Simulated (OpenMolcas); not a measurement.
# One shape, several levels: InHF2 (SMILES [F][InH][F])

Aim: a comparison of 6 runs (HF/def2-TZVP, BHLYP/def2-TZVP, M06-L/def2-TZVP, PBE0/def2-TZVP, SVWN5/def2-TZVP, TPSS/def2-TZVP) of InHF2. 

The calculation is run with OpenMolcas 26.06.

## (1) The structure to begin with

InHF2: 4 atoms, total charge 0, spin state singlet. SMILES: `[F][InH][F]`. The shape is that of a PBE0-D4/def2-TZVP optimisation.

Bond lengths: F1–In2 1.935 Å, In2–F3 1.935 Å, In2–H4 1.681 Å. Angles: F1–In2–F3 106.8°, F1–In2–H4 126.6°, F3–In2–H4 126.6°.

## (2) Energy and forces at HF/def2-TZVP (core potential) (run 1)

The input, calc.input:

```
* F2HIn Hartree-Fock

&GATEWAY
  BasLib=$CurrDir
  Coord
  4
  bohr
  F     -3.20176297    -1.26384883     0.45674680
  In     0.08277000     0.21505083    -0.16705179
  F      2.53374479    -1.89860784     1.53294583
  H      0.69050593     2.83345535    -1.86100229
  Basis=def2-TZVP
  Group=NoSym

&SEWARD

&SCF
  Thresholds=1e-10 1e-07 1e-07 1e-05
  PrOrbitals=1 1

&ALASKA
```

The basis set def2-TZVP is read from a file made from the Basis Set Exchange's data (not shown).

Started as:

```sh
$ export MOLCAS_MEM=1860
$ pymolcas calc.input > calc.log
```

Log:

```text
--- Start Module: gateway ---
[...]
--- Stop Module: gateway /rc=_RC_ALL_IS_WELL_ ---
[...]
      Basis functions          118
[...]
--- Start Module: scf ---
[...]
       Convergence after  13 Iterations
[...]
::    Total SCF energy                               -388.8087171003
[...]
      Total spin, S                                     0.0000000000
[...]
      Total electronic charge=   40.000000
      Total            charge=   -0.000000
[...]
      Dipole Moment (debye):
      Origin of the operator (angstrom)=   -0.0085   -0.1118    0.0575
                   X=  7.2935E-01               Y=  3.1444E+00               Z= -2.0337E+00           Total=  3.8152E+00
      Quadrupole Moment (debye*angstrom):
[...]
--- Stop Module: scf /rc=_RC_ALL_IS_WELL_ ---
[...]
--- Start Module: alaska ---
[...]
 *              Molecular gradients               *
 **************************************************
  Irreducible representation: a
 ------------------------------------------------------------------------------------------
                              X                       Y                       Z
 ------------------------------------------------------------------------------------------
  F1               -6.38384669462866E-03   -3.48359223654704E-03    1.62113477814740E-03
  IN2               2.38534032450266E-03    1.03245722325749E-02   -6.67523614643528E-03
  F3                4.49617931501223E-03   -4.69277369979082E-03    3.66605290026811E-03
  H4               -4.97672944882233E-04   -2.14820629626189E-03    1.38804846806684E-03
 ------------------------------------------------------------------------------------------
--- Stop Module: alaska /rc=_RC_ALL_IS_WELL_ ---
[...]
```

Run time: 33 s. Hardware: 1 thread of AMD EPYC 7R43 (Zen 3), shared host; peak memory 0.74 GiB.

## (3) Energy and gradient at BHLYP/def2-TZVP (core potential) (run 2)

The input, mol.xyz:

```xyz
4

F     -1.694300    -0.668800     0.241700
In     0.043800     0.113800    -0.088400
F      1.340800    -1.004700     0.811200
H      0.365400     1.499400    -0.984800
```

The input, job.input:

```
* F2HIn Kohn-Sham DFT
>>> EXPORT MOLCAS_PRINT=2

&GATEWAY
 BasLib=$CurrDir
 Coord=mol.xyz
 Basis=def2-TZVP
 Group=NoSym

&SEWARD
 GridInput
 Grid=UltraFine
 End of Grid

&SCF
 KSDFT=HYB_GGA_XC_BHANDHLYP
 Thresholds=1e-10 1e-07 1e-07 1e-05
 PrOrbitals=1 1

&ALASKA
```

The basis set def2-TZVP is read from a file made from the Basis Set Exchange's data (not shown).

Started as:

```sh
$ export MOLCAS_MEM=1860
$ pymolcas job.input > job.log
```

Log:

```text
--- Start Module: gateway ---
[...]
--- Stop Module: gateway /rc=_RC_ALL_IS_WELL_ ---
[...]
      Basis functions          118
[...]
--- Start Module: scf ---
[...]
       Convergence after  13 Iterations
[...]
::    Total KS-DFT energy                            -390.4075760943
[...]
      Total spin, S                                     0.0000000000
[...]
      Total electronic charge=   40.000000
      Total            charge=   -0.000000
[...]
      Dipole Moment (debye):
      Origin of the operator (angstrom)=   -0.0085   -0.1118    0.0575
                   X=  7.1173E-01               Y=  3.0683E+00               Z= -1.9846E+00           Total=  3.7229E+00
      Quadrupole Moment (debye*angstrom):
[...]
--- Stop Module: scf /rc=_RC_ALL_IS_WELL_ ---
[...]
--- Start Module: alaska ---
[...]
 *              Molecular gradients               *
 **************************************************
  Irreducible representation: a
 ------------------------------------------------------------------------------------------
                              X                       Y                       Z
 ------------------------------------------------------------------------------------------
  F1               -3.57220694955629E-03   -1.75097011440073E-03    7.73124151855153E-04
  IN2               7.29652659334334E-04    3.18840916912499E-03   -2.05918711271913E-03
  F3                2.60904657057992E-03   -2.44015236526174E-03    1.93638925598005E-03
  H4                2.33507719660686E-04    1.00271331060409E-03   -6.50326295124959E-04
 ------------------------------------------------------------------------------------------
--- Stop Module: alaska /rc=_RC_ALL_IS_WELL_ ---
[...]
```

Wall time 50 s (1 thread of AMD EPYC 7R43 (Zen 3), shared host); peak memory 0.73 GiB.

Runs 3 to 5 aren't shown in full; the table further down has their settings and results.

## (4) Energy and forces at TPSS/def2-TZVP (core potential) (run 6)

The input, run.inp:

```
&GATEWAY
BasLib
$CurrDir
Coord
4
angstrom
F       -1.694300      -0.668800       0.241700
In       0.043800       0.113800      -0.088400
F        1.340800      -1.004700       0.811200
H        0.365400       1.499400      -0.984800
Basis
def2-TZVP
Group
NoSym
&SEWARD
GridInput
Grid=UltraFine
End of Grid
&SCF
KSDFT
2
1.0 MGGA_X_TPSS
1.0 MGGA_C_TPSS
Thresholds
1e-10 1e-07 1e-07 1e-05
PrOrbitals
1 1
&ALASKA
```

The basis set def2-TZVP is read from a file made from the Basis Set Exchange's data (not shown).

Started as:

```sh
$ export MOLCAS_MEM=1860
$ pymolcas run.inp > run.log
```

Log:

```text
--- Start Module: gateway ---
[...]
--- Stop Module: gateway /rc=_RC_ALL_IS_WELL_ ---
[...]
      Basis functions          118
[...]
--- Start Module: scf ---
[...]
       Convergence after  17 Iterations
[...]
::    Total KS-DFT energy                            -390.4991698892
[...]
      Total spin, S                                     0.0000000000
[...]
      Total electronic charge=   40.000000
      Total            charge=   -0.000000
[...]
      Dipole Moment (debye):
      Origin of the operator (angstrom)=   -0.0085   -0.1118    0.0575
                   X=  6.2359E-01               Y=  2.6884E+00               Z= -1.7388E+00           Total=  3.2619E+00
      Quadrupole Moment (debye*angstrom):
[...]
--- Stop Module: scf /rc=_RC_ALL_IS_WELL_ ---
[...]
--- Start Module: alaska ---
[...]
 *              Molecular gradients               *
 **************************************************
  Irreducible representation: a
 ------------------------------------------------------------------------------------------
                              X                       Y                       Z
 ------------------------------------------------------------------------------------------
  F1                6.85522572469210E-03    3.12662683144893E-03   -1.33004195909825E-03
  IN2              -1.33615693350997E-03   -5.71528162138790E-03    3.69950257988538E-03
  F3               -5.08930249072570E-03    4.44317613662548E-03   -3.56767227669330E-03
  H4               -4.29766300413137E-04   -1.85452134670472E-03    1.19821165590039E-03
 ------------------------------------------------------------------------------------------
--- Stop Module: alaska /rc=_RC_ALL_IS_WELL_ ---
[...]
```

It took 64 s on 1 thread of AMD EPYC 7R43 (Zen 3), shared host; peak memory 0.74 GiB.

## (5) Overview of the runs

```
run                             level  integration grid  energy (Eh)  dipole moment (D)  HOMO energy (eV)  LUMO energy (eV)  wall time
  1     HF/def2-TZVP (core potential)                 –  -388.808717               3.82            -13.66              0.54       33 s
  2  BHLYP/def2-TZVP (core potential)         UltraFine  -390.407576               3.72            -11.51             -1.19       50 s
  3  M06-L/def2-TZVP (core potential)         UltraFine  -390.671916               3.40             -8.49             -2.38       70 s
  4   PBE0/def2-TZVP (core potential)         UltraFine  -390.368370               3.54             -9.96             -1.86       57 s
  5  SVWN5/def2-TZVP (core potential)         UltraFine  -388.979719               3.48             -8.47             -3.08       54 s
  6   TPSS/def2-TZVP (core potential)         UltraFine  -390.499170               3.26             -8.35             -2.62       64 s
```

## (6) Results

| quantity | value |
| --- | --- |
| run 6: total energy | -390.49917 Eh |
| run 6: dipole moment | 3.26 D |
| run 6: HOMO energy | -8.35 eV |
| run 6: LUMO energy | -2.62 eV |
| run 6: HOMO–LUMO gap | 5.73 eV |
| run 6: largest force on an atom | 0.393 eV/Å |

In words: The dipole moment (its size) runs from 3.26 D (TPSS/def2-TZVP) to 3.82 D (HF/def2-TZVP). The HOMO–LUMO gap runs from 5.40 eV (SVWN5/def2-TZVP) to 14.19 eV (HF/def2-TZVP). Exact exchange widens orbital gaps. Totals of different functionals can't be ranked against each other. All runs together took 5.5 min, the longest 70 s.
